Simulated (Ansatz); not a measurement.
# LiAlGaC6N6: the cost of one run

Method: DFT PBE, scalar-relativistic, plane waves, PAW, in Ansatz 0.2.0.

## 1. The starting structure

It takes space group F-43m (No. 216, cubic). The conventional cell has a = 10.057 Å, b = 10.057 Å, c = 10.057 Å, α = 90.00°, β = 90.00°, γ = 90.00°. Li (site symmetry -43m) is surrounded by 12 N at 3.60 Å and 12 C at 3.61 Å. Al (site symmetry -43m) has 6 N at 1.96 Å as nearest neighbours. Ga (site symmetry -43m) has 6 C at 1.90 Å as nearest neighbours. Around C (site symmetry 2mm) lie 1 N at 1.17 Å. N (site symmetry 2mm) is surrounded by 1 C at 1.17 Å.

Structure file:

```
Li Al Ga C N
1.0
     0.00000    5.02850    5.02850
     5.02850    0.00000    5.02850
     5.02850    5.02850    0.00000
Li Al Ga C N
1 1 1 6 6
Direct
  0.75000 0.75000 0.75000
  0.50000 0.50000 0.50000
  0.00000 0.00000 0.00000
  0.81147 0.18853 0.18853
  0.18853 0.18853 0.81147
  0.81147 0.18853 0.81147
  0.18853 0.81147 0.81147
  0.81147 0.81147 0.18853
  0.18853 0.81147 0.18853
  0.69514 0.30486 0.30486
  0.30486 0.30486 0.69514
  0.69514 0.30486 0.69514
  0.30486 0.69514 0.69514
  0.69514 0.69514 0.30486
  0.30486 0.69514 0.30486
```

A structure generator made this guess: cyanide-bridged rock-salt net of two metals, 1 guest cations a cell (F-43m, No. 216). The dimensions are guesses.

## 2. Probe: one point on a coarse mesh

input.yaml

```yaml
crystal:
  lattice:
    - [0.0, 5.0285, 5.0285]
    - [5.0285, 0.0, 5.0285]
    - [5.0285, 5.0285, 0.0]
  atoms:
    - { symbol: Li, position: [0.75, 0.75, 0.75] }
    - { symbol: Al, position: [0.5, 0.5, 0.5] }
    - { symbol: Ga, position: [0.0, 0.0, 0.0] }
    - { symbol: C, position: [0.81147459, 0.18852541, 0.18852541] }
    - { symbol: C, position: [0.18852541, 0.18852541, 0.81147459] }
    - { symbol: C, position: [0.81147459, 0.18852541, 0.81147459] }
    - { symbol: C, position: [0.18852541, 0.81147459, 0.81147459] }
    - { symbol: C, position: [0.81147459, 0.81147459, 0.18852541] }
    - { symbol: C, position: [0.18852541, 0.81147459, 0.18852541] }
    - { symbol: "N", position: [0.69513772, 0.30486228, 0.30486228] }
    - { symbol: "N", position: [0.30486228, 0.30486228, 0.69513772] }
    - { symbol: "N", position: [0.69513772, 0.30486228, 0.69513772] }
    - { symbol: "N", position: [0.30486228, 0.69513772, 0.69513772] }
    - { symbol: "N", position: [0.69513772, 0.69513772, 0.30486228] }
    - { symbol: "N", position: [0.30486228, 0.69513772, 0.30486228] }
basis:
  ecutwfc: 420
kpoints:
  mp_grid: { grid: [4, 4, 4] }
hamiltonian:
  xc: pbe
scf:
  occupations: { method: gaussian, width: 0.1 }
  lower_state_search: "off"
output:
  forces: true
  stress: true
  eigenvalues: true
```

Run with:

```
ansatz run input.yaml --threads 1 --pin off --max-ram 2560MiB --backend cpu --events-out ev --progress --plain --runs-dir out
```

Q: Estimate wall time and peak memory on 1 thread of Arm Neoverse V2, shared host.

About 8 s, with a peak of 0.46 GiB.
